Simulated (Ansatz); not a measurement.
**CH₁₁AlBInSi₂: ionisation energy by level of theory**

An exercise on one series of results from a longer session: the logs are not shown, and one member is left open.

Method: unrestricted cation, the program's frozen cores in correlated methods; program: Ansatz 0.2.0, Gaussian basis.

Plan: UKS PBE-D4/def2-TZVPP; UKS r2SCAN-D4/def2-TZVPP; UKS PBE0-D4/def2-TZVPP; UKS B3LYP-D4/def2-TZVPP; UKS wB97X-V/def2-TZVPP; UKS wB97M-V/def2-TZVPP; UKS B2PLYP/def2-TZVPP; UHF-CCSD(T)/def2-TZVPP; UHF-MP2/def2-QZVPP; extrapolation to the limit; then −ε(HOMO) from the neutral's earlier runs with LDA (SPW92), PBE-D4, revPBE-D4, BLYP-D4, r2SCAN-D4, B97M-V, PBE0-D4, B3LYP-D4, r2SCANh-D4, r2SCAN0-D4, HSE06-D4, BHLYP-D4, CAM-B3LYP-D4, LC-ωPBE, ωB97X-V, ωB97M-V.

## Structure used throughout

All runs share one geometry, relaxed beforehand with PBE0-D4 in a triple-zeta def2 set. In takes the def2 core potential; no spin-orbit term is included.

17 atoms, charge 0, spin multiplicity 1.

Atoms are counted from 1 here; the program's logs count them from 0.

Bond lengths: B1–Si2 2.031 Å, B1–In6 2.431 Å, B1–H7 1.270 Å, B1–H8 1.199 Å, B1–H16 1.273 Å, Si2–Al3 2.424 Å, Si2–Si4 2.348 Å, Si2–H9 1.493 Å, Al3–H10 1.599 Å, Al3–H11 1.591 Å, Si4–C5 1.886 Å, Si4–H12 1.496 Å, Si4–H13 1.494 Å, C5–In6 2.133 Å, C5–H14 1.095 Å, C5–H15 1.092 Å, In6–H7 2.029 Å, In6–H16 2.033 Å and more. Angles: Si2–B1–In6 107.6°, Si2–B1–H7 107.9°, Si2–B1–H8 120.3°, Si2–B1–H16 108.5°, In6–B1–H7 56.5°, In6–B1–H8 132.1°, In6–B1–H16 56.7°, H7–B1–H8 104.6°, H7–B1–H16 110.4°, H8–B1–H16 105.0°, B1–Si2–Al3 113.0°, B1–Si2–Si4 100.8°, B1–Si2–H9 114.2°, Al3–Si2–Si4 104.9°, Al3–Si2–H9 114.1°, Si4–Si2–H9 108.4°, Si2–Al3–H10 116.2°, Si2–Al3–H11 126.4° and more.

Geometry (Å):

```
B    -0.55918   -1.62521    0.67077
Si    1.11933   -0.50284    0.89344
Al    2.68198   -0.76005   -0.94220
Si    0.23981    1.65911    0.63869
C    -1.07638    1.52922   -0.70627
In   -2.23525   -0.23658   -0.41182
H    -0.82551   -1.68780   -0.56897
H    -0.57703   -2.76581    1.04122
H     1.74631   -0.59987    2.24545
H     2.07547   -0.59510   -2.41250
H     4.24471   -1.03442   -0.82080
H    -0.45152    2.06721    1.90047
H     1.20466    2.74821    0.30161
H    -0.59936    1.40190   -1.68412
H    -1.72200    2.40781   -0.75918
H    -1.50985   -1.05920    1.30022
H    -3.75618   -0.94661   -0.68600
```

The first run:

The input, in.yaml:

```yaml
crystal:
  periodic: [false, false, false]
  atoms:
    - {symbol: B, position_ang: [-0.559176, -1.625207, 0.670771]}
    - {symbol: Si, position_ang: [1.119331, -0.502843, 0.893440]}
    - {symbol: Al, position_ang: [2.681976, -0.760048, -0.942195]}
    - {symbol: Si, position_ang: [0.239808, 1.659112, 0.638692]}
    - {symbol: C, position_ang: [-1.076376, 1.529219, -0.706273]}
    - {symbol: In, position_ang: [-2.235253, -0.236575, -0.411823]}
    - {symbol: H, position_ang: [-0.825509, -1.687802, -0.568965]}
    - {symbol: H, position_ang: [-0.577035, -2.765807, 1.041222]}
    - {symbol: H, position_ang: [1.746312, -0.599872, 2.245452]}
    - {symbol: H, position_ang: [2.075472, -0.595102, -2.412497]}
    - {symbol: H, position_ang: [4.244710, -1.034419, -0.820802]}
    - {symbol: H, position_ang: [-0.451520, 2.067209, 1.900469]}
    - {symbol: H, position_ang: [1.204657, 2.748210, 0.301606]}
    - {symbol: H, position_ang: [-0.599362, 1.401902, -1.684123]}
    - {symbol: H, position_ang: [-1.722003, 2.407809, -0.759184]}
    - {symbol: H, position_ang: [-1.509847, -1.059199, 1.300216]}
    - {symbol: H, position_ang: [-3.756184, -0.946608, -0.685996]}
basis:
  gaussian: {orbitals: def2-TZVPP}
total_charge: 1
magnetization: {spin_polarized: true, initial_magnetization: 1}
hamiltonian: {xc: pbe, dispersion: d4}
```

Launch:

```console
$ ansatz run in.yaml --threads 2 --pin off --events-out ev --progress --plain --max-ram 22528MiB --backend cuda --devices 0, --max-vram 18GiB
```

Steps of the session up to this table: Cation, UKS PBE-D4/def2-TZVPP; Cation, UKS r2SCAN-D4/def2-TZVPP; Cation, UKS PBE0-D4/def2-TZVPP; Cation, UKS B3LYP-D4/def2-TZVPP; Cation, UKS wB97X-V/def2-TZVPP; Cation, UKS wB97M-V/def2-TZVPP; Cation, UKS B2PLYP (frozen core)/def2-TZVPP; Cation, UHF-CCSD(T)/def2-TZVPP; Cation, UHF-MP2/def2-QZVPP.

One table of the session follows, with a row left open; its other results are not shown here.

Orbital estimates, from the neutral's runs:

```
  functional  −ε(HOMO) (eV)
 LDA (SPW92)           5.88
      PBE-D4           5.80
   revPBE-D4           5.75
     BLYP-D4           5.65
   r2SCAN-D4              ?
      B97M-V           6.13
     PBE0-D4           6.78
    B3LYP-D4           6.59
  r2SCANh-D4           6.37
  r2SCAN0-D4           6.91
    HSE06-D4           6.39
    BHLYP-D4           7.66
CAM-B3LYP-D4           7.97
     LC-ωPBE           9.20
     ωB97X-V           8.92
     ωB97M-V           8.69
```

**Question.** Estimate the row for r2SCAN-D4.

Worked estimate for «−ε(HOMO) (eV)». Against the share of exact exchange, r2SCANh-D4 (0.1, 6.37), r2SCAN0-D4 (0.25, 6.91) give a slope of 3.60 per unit share; at 0 the line stands at 6.01.

As computed: −ε(HOMO) (eV): 6.01. In «−ε(HOMO) (eV)» the line misses by 0.00.
